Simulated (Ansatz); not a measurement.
Nudged elastic band run: Si

Input:

```yaml
crystal:
  lattice:
    - [0.0, 5.43, 5.43]
    - [5.43, 0.0, 5.43]
    - [5.43, 5.43, 0.0]
  atoms:
    - { symbol: Si, position: [0.00353959, 0.00262663, -0.00306148] }
    - { symbol: Si, position: [0.12478952, 0.12451708, 0.12609326] }
    - { symbol: Si, position: [-4.066e-05, 6.335e-05, 0.49996857] }
    - { symbol: Si, position: [0.12478159, 0.12441416, 0.62466106] }
    - { symbol: Si, position: [0.00347221, 0.49682629, -0.00311817] }
    - { symbol: Si, position: [0.13225976, 0.62239488, 0.12279886] }
    - { symbol: Si, position: [0.003447, 0.49670444, 0.50313234] }
    - { symbol: Si, position: [0.12474986, 0.62620623, 0.6246042] }
    - { symbol: Si, position: [0.49700139, 0.00290222, -0.00306543] }
    - { symbol: Si, position: [0.62328245, 0.13057073, 0.12312637] }
    - { symbol: Si, position: [0.49702796, 0.00272871, 0.50332607] }
    - { symbol: Si, position: [0.62607505, 0.12457896, 0.62470786] }
    - { symbol: Si, position: [0.50079783, 0.4991821, 0.00031045] }
    - { symbol: Si, position: [0.62316009, 0.62275085, 0.12296883] }
    - { symbol: Si, position: [0.49701044, 0.49688621, 0.50322048] }
    - { symbol: Si, position: [0.62308286, 0.62252783, 0.63174766] }
    - { symbol: Si, position: [0.75076757, 0.74922004, 0.25029147] }
basis:
  ecutwfc: 420.0
kpoints:
  mp_grid: { grid: [2, 2, 2] }
hamiltonian:
  xc: pbe
  pseudopotentials: { kind: paw, azcp: { folder: soft_1 } }
scf:
  occupations: { method: gaussian, width: 0.05 }
  lower_state_search: "off"
neb:
  images: 5
  f_tol: 0.05
  initial_path: idpp
  max_iterations: 71
  final_atoms:
    - { symbol: Si, position: [0.00053902, -0.00115901, 0.00042548] }
    - { symbol: Si, position: [0.122162, 0.1280694, 0.12179508] }
    - { symbol: Si, position: [-0.00544148, 0.00195175, 0.50193113] }
    - { symbol: Si, position: [0.12248251, 0.12812325, 0.62812563] }
    - { symbol: Si, position: [0.00033906, 0.50033388, 0.00033222] }
    - { symbol: Si, position: [0.12490157, 0.62497982, 0.12501246] }
    - { symbol: Si, position: [0.00049507, 0.50042947, 0.49887735] }
    - { symbol: Si, position: [0.12207826, 0.62183801, 0.62809047] }
    - { symbol: Si, position: [0.50232321, 0.00226956, -0.0063066] }
    - { symbol: Si, position: [0.62824196, 0.12826133, 0.12217081] }
    - { symbol: Si, position: [0.50276176, 0.00260997, 0.50251571] }
    - { symbol: Si, position: [0.62591397, 0.12536764, 0.62510143] }
    - { symbol: Si, position: [0.49875467, 0.50054535, 0.00049725] }
    - { symbol: Si, position: [0.62803773, 0.62206525, 0.12193857] }
    - { symbol: Si, position: [0.50221176, 0.49397657, 0.50213783] }
    - { symbol: Si, position: [0.6281875, 0.62228776, 0.62820914] }
    - { symbol: Si, position: [0.37586347, 0.87534612, 0.37509791] }
  order_check: true
```

Command:

```bash
$ ansatz run input.yaml --threads 1 --pin off --max-ram 3072MiB --backend cpu --events-out ev --progress --plain --runs-dir out
```

Output, in part (warnings, iteration lines):

```
NEB end point (image 0): max|allowed force component| = 2.260e-2 eV/Å (the criterion of neb.relax_end_points is 1.000e-2)
NEB end point (image 6): max|allowed force component| = 2.291e-2 eV/Å (the criterion of neb.relax_end_points is 1.000e-2)
NEB iter   1: max|band force component| = 2.470e0 eV/Å  barrier→ = 0.9689 eV  barrier← = 0.9689 eV  Δτ_max = 0.1434 Å  (58 SCF iters)
NEB iter   2: max|band force component| = 1.021e0 eV/Å  barrier→ = 0.5053 eV  barrier← = 0.5052 eV  Δτ_max = 0.1694 Å  (35 SCF iters)
NEB iter   3: max|band force component| = 3.406e-1 eV/Å  barrier→ = 0.3693 eV  barrier← = 0.3693 eV  CI = image 2  Δτ_max = 0.1940 Å  (35 SCF iters)
NEB iter   4: max|band force component| = 2.544e-1 eV/Å  barrier→ = 0.3161 eV  barrier← = 0.3161 eV  CI = image 3  Δτ_max = 0.0443 Å  (32 SCF iters)
NEB iter   5: max|band force component| = 9.032e-2 eV/Å  barrier→ = 0.3105 eV  barrier← = 0.3104 eV  CI = image 3  Δτ_max = 0.0238 Å  (29 SCF iters)
NEB iter   6: max|band force component| = 3.539e-2 eV/Å  barrier→ = 0.3091 eV  barrier← = 0.3091 eV  CI = image 3  Δτ_max = 0.0000 Å  (249 SCF iters)
```

The run converged. By the program's own check the climbing image is a first-order saddle point (lowest curvatures found: -0.20 and 0.61 eV/Å²). Limits of this set-up: coarse k mesh.

Final band (atoms are numbered from 1 in the order of the input):

| image | path coordinate (Å) | energy (eV) | Si6–Si17 (Å) | Si3–Si17 (Å) |
| --- | --- | --- | --- | --- |
| 0 | 0.00 | 0.00 | 2.39 | 4.70 |
| 1 | 0.57 | 0.12 | 2.45 | 4.25 |
| 2 | 1.14 | 0.28 | 2.62 | 3.76 |
| 3 | 1.71 | 0.31 | 3.16 | 3.17 |
| 4 | 2.28 | 0.28 | 3.75 | 2.63 |
| 5 | 2.84 | 0.12 | 4.24 | 2.45 |
| 6 | 3.41 | 0.00 | 4.70 | 2.39 |

The run took 6.8 min on 1 thread of Arm Neoverse V1 (shared host), peak memory 0.81 GiB.
